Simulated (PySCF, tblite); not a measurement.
# C₃H₁₄N₂SSi₂: geometry, infrared bands and NMR shifts

Aim: predict the infrared bands and NMR shifts of C₃H₁₄N₂SSi₂ (`CC[Si@@](N)(S)N[SiH2]C`).

The runs use tblite 0.8.0 and PySCF 2.14.0, with density-fitted response routines of our own; the level of theory stands in each step. All values are computed, except where a source is named. Atoms count from 0, in the outputs and in this text.

## 1. The starting structure

22 atoms, charge 0, multiplicity 1; geometry from: force field or distance geometry start.

Bonds of the start (Å): C0–C1 1.54, C1–Si2 1.82, Si2–N3 1.70, Si2–S4 2.11, Si2–N5 1.69, N5–Si6 1.69, Si6–C7 1.84, C0–H8 1.10, C0–H9 1.09, C0–H10 1.10, C1–H11 1.10, C1–H12 1.11, N3–H13 1.01, N3–H14 1.02, S4–H15 1.34, N5–H16 1.01, Si6–H17 1.49, Si6–H18 1.49, C7–H19 1.09, C7–H20 1.09, C7–H21 1.10.

## 2. Geometry optimisation with GFN2-xTB

What the job is given:

```
{"job": {"kind": "relax", "xc": "GFN2-xTB", "basis": "xTB"}, "charge": 0, "multiplicity": 1}
C      2.878200    -1.247100     0.617900
C      1.503600    -0.604800     0.876800
Si     0.493900    -0.201600    -0.583400
N      1.296500     0.830500    -1.666100
S     -0.031300    -1.874800    -1.758700
N     -0.873600     0.772500    -0.429500
Si    -1.838100     0.378000     0.902200
C     -3.309800     1.482900     0.991300
H      3.392600    -1.437800     1.565900
H      3.503000    -0.590600     0.019200
H      2.768700    -2.202400     0.092200
H      1.674800     0.300200     1.472600
H      0.947100    -1.287400     1.553500
H      0.772200     0.854800    -2.526400
H      1.220200     1.769600    -1.268600
H      1.224000    -2.232300    -2.047000
H     -1.425800     0.664800    -1.263900
H     -2.275000    -1.036500     0.768500
H     -1.030900     0.528100     2.142400
H     -3.925300     1.389200     0.092100
H     -3.027100     2.534600     1.091400
H     -3.948300     1.229600     1.846300
```

The run is started by

```console
$ OMP_NUM_THREADS=1 python probes_run.py task.json out
```

The driver reads the jobs from task.json and runs them one after another.

**Question.** This job is followed by: GFN2-xTB harmonic vibrations, gas phase; GIAO PBE0/pcSseg-1 NMR shielding, non-relativistic, gas phase. Predict these results of the whole session: strongest single infrared mode (GFN2-xTB); zero-point energy (GFN2-xTB); ¹³C shifts against TMS (PBE0/pcSseg-1); ¹H shifts against TMS (PBE0/pcSseg-1, means over atoms taken as alike); ²⁹Si shifts against TMS (PBE0/pcSseg-1); ¹⁵N shifts against NH3 (PBE0/pcSseg-1); ³³S shifts against CS2 (PBE0/pcSseg-1); surface potential, 1st and 99th percentile.

The runs gave:

| quantity | value |
| --- | --- |
| strongest single infrared mode (GFN2-xTB) | 972 cm⁻¹, 394 km/mol |
| zero-point energy (GFN2-xTB) | 106.1 kcal/mol |
| ¹³C shifts against TMS (PBE0/pcSseg-1) | 12.6, 9.0, -3.6 ppm |
| ¹H shifts against TMS (PBE0/pcSseg-1, means over atoms taken as alike) | 4.96, 4.76, 1.10, 0.79, 0.71, 0.64, 0.55, 0.19, -0.01 ppm |
| ²⁹Si shifts against TMS (PBE0/pcSseg-1) | 0.1, -35.5 ppm |
| ¹⁵N shifts against NH3 (PBE0/pcSseg-1) | 43.1, 38.3 ppm |
| ³³S shifts against CS2 (PBE0/pcSseg-1) | -230 ppm |
| surface potential, 1st and 99th percentile | -1.12 V and 1.54 V |

Over 81 steps the energy fell by 0.950 eV; of the close pairs, C1–Si2 changed most, 1.821 to 1.895 Å. The lowest mode is slightly imaginary (16i cm⁻¹), a soft motion within the noise of the Hessian, so the minimum is not strictly shown. The strongest single mode, at 972 cm⁻¹, is spread over several atoms, N5, H16, Si2 among them. Unscaled tight-binding wavenumbers are off by several per cent, some by more. Its intensities can rank the bands wrongly. At PBE0/pcSseg-1: The largest span, 211 ppm, is at S4, where the paramagnetic term is -326 ppm.
